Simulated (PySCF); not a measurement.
**HF/def2-SVP (core potential) run of SnH3Cl (SnClH3)**

Aim: the response to a field of SnH3Cl (SnClH3). 

The results are computed with PySCF 2.14.0.

5 further runs of the same task are left out: 5 set aside as unsound or not needed.

## Step 1: The system as given

SnH3Cl has 5 atoms, charge 0, and is taken as a singlet. SMILES: `[H][Sn]([H])([H])[Cl]`. Geometry: a GFN2-xTB relaxation, a rough one for these elements and not checked as a minimum.

Bond lengths: Sn1–Cl2 2.281 Å, Sn1–H3 1.674 Å, Sn1–H4 1.674 Å, Sn1–H5 1.674 Å. Angles: Cl2–Sn1–H3 108.3°, Cl2–Sn1–H4 108.1°, Cl2–Sn1–H5 108.2°, H3–Sn1–H4 110.7°, H3–Sn1–H5 110.8°, H4–Sn1–H5 110.7°.

## Step 2: The polarisability at HF/def2-SVP (core potential)

Input file job.py:

```python
import numpy
from pyscf import gto
from pyscf.prop.polarizability import rhf

mol = gto.M(
    atom='''
Sn  -0.000010   0.000870  -0.142560
Cl   0.011570  -0.019280   2.138020
H    1.586650   0.010950  -0.675080
H   -0.803020   1.380470  -0.647070
H   -0.795190  -1.373000  -0.673310
''',
    charge=0,
    basis='def2-svp',
    ecp={'Sn': 'def2-svp'},
    spin=0,
    max_memory=1860,
    verbose=3,
)

mf = mol.RHF()
mf.conv_tol = 1e-10
mf.kernel()

e_final = mf.e_tot
print('Final energy', e_final)
pol = rhf.Polarizability(mf)
alpha = pol.polarizability()
print('isotropic polarizability %.4f bohr^3' % (numpy.trace(alpha) / 3))
alpha_w = pol.polarizability_with_freq(freq=0.0774)
beta = pol.hyper_polarizability()
```

Run with:

```bash
$ OMP_NUM_THREADS=1 python job.py
```

**Question.** What will come out? Wanted: total energy; dipole moment; HOMO energy; LUMO energy; HOMO–LUMO gap; mean static polarisability; mean polarisability at ω = 0.0774 Eh.

**Answer.** As computed:

Level: HF/def2-SVP (core potential).

```
                            quantity          value
                        total energy  -674.46303 Eh
                       dipole moment         2.28 D
                         HOMO energy      -11.77 eV
                         LUMO energy        2.62 eV
                       HOMO–LUMO gap       14.39 eV
          mean static polarisability     38.3 bohr³
mean polarisability at ω = 0.0774 Eh     39.3 bohr³
```
